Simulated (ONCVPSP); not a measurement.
**Copper: generating and testing an ONCV potential**

Task: generate the file, and judge it by its errors in other configurations, its logarithmic derivatives, its ghosts and its cutoff.

Method: ONCVPSP 4.0.1.1 (patched build), LDA (Perdew-Wang 92), scalar-relativistic.

## Step 1: The design

Typed settings, in words:

```
element                 : copper (Cu, Z = 29)
type                    : optimised norm-conserving Vanderbilt (ONCV)
frozen core             : [Ne]
valence charge          : 19
reference configuration : 3s2 3p6 3d10 4s1
partial waves           : 3s+4s: rc 1.25 bohr, ncon 4, nbas 9, qcut 9.8 1/bohr, 2 projectors; 3p: rc 1.15 bohr, ncon 5, nbas 9, qcut 15.3 1/bohr, 2 projectors, debl 3.6 Ha; 3d: rc 1.35 bohr, ncon 4, nbas 9, qcut 12.3 1/bohr, 2 projectors, debl 3.3 Ha; f scattering state at 0.05 Ha: rc 1.20 bohr, ncon 4, nbas 7, qcut 8.4 1/bohr, 2 projectors, debl 0.5 Ha
local potential         : polynomial inside 0.70 bohr (lpopt 5, dvloc0 0 Ha)
core correction         : Teter function, fcfact 4.25, rcfact 1.56
```

The outer shells as boxes (Hund's rule for the drawing; the calculation is spin-unpolarised):

```
[Ne] core
3s [↑↓]
3p [↑↓][↑↓][↑↓]
3d [↑↓][↑↓][↑↓][↑↓][↑↓]
4s [↑ ]
```

## Step 2: Generating the potential

Contents of Cu.dat:

```
# ATOM AND REFERENCE CONFIGURATION
# atsym  z   nc   nv     iexc    psfile
  Cu 29.00    3    4  -001012      upf
#
#   n    l    f
    1    0    2.00
    2    0    2.00
    2    1    6.00
    3    0    2.00
    3    1    6.00
    3    2   10.00
    4    0    1.00
#
# PSEUDOPOTENTIAL AND OPTIMIZATION
# lmax
    3
#
#   l,   rc,      ep,       ncon, nbas, qcut
    0    1.25    0.00    4    9    9.80
    1    1.15    0.00    5    9   15.30
    2    1.35    0.00    4    9   12.30
    3    1.20    0.05    4    7    8.40
#
# LOCAL POTENTIAL
# lloc, lpopt,  rc(5),   dvloc0
    4    5    0.70    0.00
#
# VANDERBILT-KLEINMAN-BYLANDER PROJECTORs
# l, nproj, debl
    0    2    3.10
    1    2    3.60
    2    2    3.30
    3    2    0.50
#
# MODEL CORE CHARGE
# icmod, fcfact, rcfact
    3    4.25    1.56
#
# LOG DERIVATIVE ANALYSIS
# epsh1, epsh2, depsh
   -6.00    5.00    0.04
#
# OUTPUT GRID
# rlmax, drl
    6.00    0.01
#
# TEST CONFIGURATIONS
# ncnf
    4
# nvcnf
#   n    l    f
    4
    3    0    2.00
    3    1    6.00
    3    2   10.00
    4    0    0.00
#
    4
    3    0    2.00
    3    1    6.00
    3    2    9.00
    4    0    0.00
#
    4
    3    0    2.00
    3    1    6.00
    3    2    8.00
    4    0    0.00
#
    4
    3    0    2.00
    3    1    6.00
    3    2   10.00
    4    0    0.50
#
```

Command:

```sh
$ oncvpsp.x < Cu.dat > Cu.out
```

Q: Predict the outcome of this session. Wanted: cutoffs for 1 and 0.1 mHa per electron, occupied waves; bound ghosts; GHOST(+) flags; largest test error; largest phase difference near zero energy, channels read; rms error of d²Exc/dn², without and with the model core.

The runs gave:

| quantity | value |
| --- | --- |
| cutoffs for 1 and 0.1 mHa per electron, occupied waves | 58 Ha and 70 Ha |
| bound ghosts | none found |
| GHOST(+) flags | none at low energy |
| largest test error (AE − PS) | +3.9 meV, for 3s2 3p6 3d10 4s0 (1 test unsolved) |
| largest phase difference near zero energy, channels read | 0.000 rad |
| rms error of d²Exc/dn², without and with the model core | 3.09 and 1.42 mHa |

In words: The worst unpolarised test, 3s2 3p6 3d10 4s0, is off by 3.9 meV on 8.4 eV; by total energies transferability rates as very good where solved. Of the tests 1 gave no usable energy difference, which is a warning in itself. It counts as hard, with 58 Ha needed at the looser tolerance. At the looser tolerance the 3d wave is the slowest; 3p needs 43 Ha. The program's ghost test flags no bound state. Near zero energy the phases of the channels with partial waves agree within 0.001 rad. All of this concerns the isolated atom, not yet a solid.
